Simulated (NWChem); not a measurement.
**One shape, several levels: doublet [SnSiH6]+**

We compute a comparison of 6 runs (UHF/STO-3G, UHF/3-21G, UHF/def2-SVPD, UB3LYP/def2-SVPD, UPBE/def2-SVPD, UMP2/def2-SVPD) of doublet [SnSiH6]+. 

The calculation is run with NWChem 7.3.0.

5 further runs of the same task are left out: 5 set aside as unsound or not needed. Runs told in other sessions of the task aren't counted.

## 1. The molecule

[SnSiH6]+: 8 atoms, total charge +1, spin state doublet. As SMILES of the parent species, `[SiH3][SnH3]`. The shape is that of a PBE0-D4/def2-TZVP optimisation. That shape belongs to the parent species and isn't relaxed for this state.

Bond lengths: Si1–Sn2 2.560 Å, Si1–H3 1.487 Å, Si1–H4 1.487 Å, Si1–H5 1.487 Å, Sn2–H6 1.708 Å, Sn2–H7 1.708 Å, Sn2–H8 1.708 Å. Some angles: Si1–Sn2–H6 110.7°, Si1–Sn2–H7 110.8°, Si1–Sn2–H8 110.8°, Sn2–Si1–H3 110.2°, Sn2–Si1–H4 110.2°, Sn2–Si1–H5 110.2°, H6–Sn2–H7 108.2°, H6–Sn2–H8 108.2°, H7–Sn2–H8 108.2°, H3–Si1–H4 108.8°.

## 2. A single-point energy at UHF/STO-3G (run 1)

File sp.nw:

```
start sp
memory 2200 mb
charge 1

geometry units au noautosym nocenter noautoz
 Si -1.17522068  0.22922378 -2.17715347
 Sn  1.15594547 -0.24453056  2.03617990
 H  -3.91248897  0.67123072 -1.72437509
 H  -0.87872265 -2.10137545 -3.71765820
 H  -0.13530439  2.40448752 -3.61939245
 H   0.85113265  2.42999882  3.81592396
 H   4.30139460 -0.77611052  1.55052029
 H  -0.03250329 -2.72044973  3.73031937
end

basis spherical bse
 * library STO-3G
end

scf
 doublet
 uhf
 thresh 1e-08
 maxiter 80
 print medium
end

task scf energy
```

Command:

```
$ nwchem sp.nw > sp.out
```

Standard output:

```text
[...]
  functions       =    42
[...]
  wavefunction    = UHF
[...]
         Total SCF energy =  -6252.125025367834
      One electron energy =  -9105.688634780450
      Two electron energy =   2615.304703450343
 Nuclear repulsion energy =    238.258905962272
                       Sz =      0.5000
                 Sz(Sz+1) =      0.7500
                      S^2 =      0.7523
[...]
```

It took 5.7 s on 1 thread of Intel Xeon Platinum 8488C (Sapphire Rapids), shared host; peak memory 0.098 GiB.

## 3. A single-point energy at UHF/3-21G (run 2)

File h6sisn.xyz:

```xyz
8
H6SiSn energy
Si    -0.621900     0.121300    -1.152100
Sn     0.611700    -0.129400     1.077500
H     -2.070400     0.355200    -0.912500
H     -0.465000    -1.112000    -1.967300
H     -0.071600     1.272400    -1.915300
H      0.450400     1.285900     2.019300
H      2.276200    -0.410700     0.820500
H     -0.017200    -1.439600     1.974000
```

File h6sisn.nw:

```
echo
start h6sisn
title "H6SiSn energy"
memory total 2200 mb
charge 1

geometry units angstroms noautosym nocenter noautoz
 load h6sisn.xyz
end

basis spherical bse
 * library 3-21G
end

scf
 doublet
 uhf
 thresh 1e-08
 maxiter 80
end

task scf energy
```

Command:

```
$ nwchem h6sisn.nw > h6sisn.out
```

Standard output:

```text
[...]
  functions       =    56
[...]
  wavefunction    = UHF
[...]
         Total SCF energy =  -6286.753841996845
      One electron energy =  -9134.757523392129
      Two electron energy =   2609.744758227044
 Nuclear repulsion energy =    238.258923168240
                       Sz =      0.5000
                 Sz(Sz+1) =      0.7500
                      S^2 =      0.7543
[...]
```

Run time: 7.2 s. Hardware: 1 thread of Intel Xeon Platinum 8488C (Sapphire Rapids), shared host; peak memory 0.098 GiB.

Runs 3 to 5 aren't shown in full; the table further down has their settings and results.

## 4. The energy at UMP2/def2-SVPD (core potential) (run 6)

File h6sisn.nw:

```
START h6sisn
TITLE "H6SiSn mp2"
memory 2200 mb
charge 1
GEOMETRY units angstroms noautosym nocenter noautoz
Si      -0.621900       0.121300      -1.152100
Sn       0.611700      -0.129400       1.077500
H       -2.070400       0.355200      -0.912500
H       -0.465000      -1.112000      -1.967300
H       -0.071600       1.272400      -1.915300
H        0.450400       1.285900       2.019300
H        2.276200      -0.410700       0.820500
H       -0.017200      -1.439600       1.974000
END
BASIS "ao basis" spherical bse
Si library def2-SVPD
Sn library def2-SVPD
H library def2-SVPD
END
ECP bse
Sn library def2-SVPD
END
SCF
doublet
uhf
thresh 1e-08
maxiter 80
END
MP2
freeze core 9
tight
END
TASK mp2
```

Command:

```
$ nwchem h6sisn.nw > h6sisn.out
```

Standard output:

```text
[...]
  functions       =   104
[...]
  wavefunction    = UHF
[...]
         Total SCF energy =   -505.305951574142
      One electron energy =  -1005.785098435999
      Two electron energy =    382.438953349655
 Nuclear repulsion energy =    118.040193512202
                       Sz =      0.5000
                 Sz(Sz+1) =      0.7500
                      S^2 =      0.7578
[...]
          Total MP2 energy          -505.524292474651
[...]
```

Run time: 40 s. Hardware: 1 thread of Intel Xeon Platinum 8488C (Sapphire Rapids), shared host; peak memory 0.3 GiB.

## 5. Overview of the runs

| run | level | core potential | iteration cap | energy (Eh) | HOMO energy (eV) | LUMO energy (eV) | ⟨S²⟩ | wall time |
| --- | --- | --- | --- | --- | --- | --- | --- | --- |
| 1 | UHF/STO-3G | – | 80 | -6252.125025 | -15.91 | -7.16 | 0.752 | 5.7 s |
| 2 | UHF/3-21G | – | 80 | -6286.753842 | -17.27 | -8.99 | 0.754 | 7.2 s |
| 3 | UHF/def2-SVPD (core potential) | def2-SVPD | 80 | -505.305952 | – | – | 0.758 | 30 s |
| 4 | UB3LYP/def2-SVPD (core potential) | def2-SVPD | 100 | -507.001963 | – | – | 0.752 | 36 s |
| 5 | UPBE/def2-SVPD (core potential) | def2-SVPD | 100 | -506.734172 | -13.31 | -12.73 | 0.752 | 40 s |
| 6 | UMP2/def2-SVPD (core potential) | def2-SVPD | 80 | -505.524292 | -17.23 | -8.46 | 0.758 | 40 s |

## 6. Outcome

```
                                                         quantity          value
                                              run 6: total energy  -505.52429 Eh
run 6: HOMO energy (Hartree–Fock orbitals) (highest over α and β)      -17.23 eV
 run 6: LUMO energy (Hartree–Fock orbitals) (lowest over α and β)       -8.46 eV
               run 6: correlation energy (9 core orbitals frozen)     -218.3 mEh
                         run 6: ⟨S²⟩ of the reference determinant          0.758
```

Totals of different functionals can't be ranked against each other. Some runs of one species differ in core potentials or relativity; totals across that change don't compare. In run 1 the basis is minimal, so the values are rough. In runs 1, 2 relativity is left out where basis or elements ask for it. All runs together took 2.6 min, the longest 40 s.
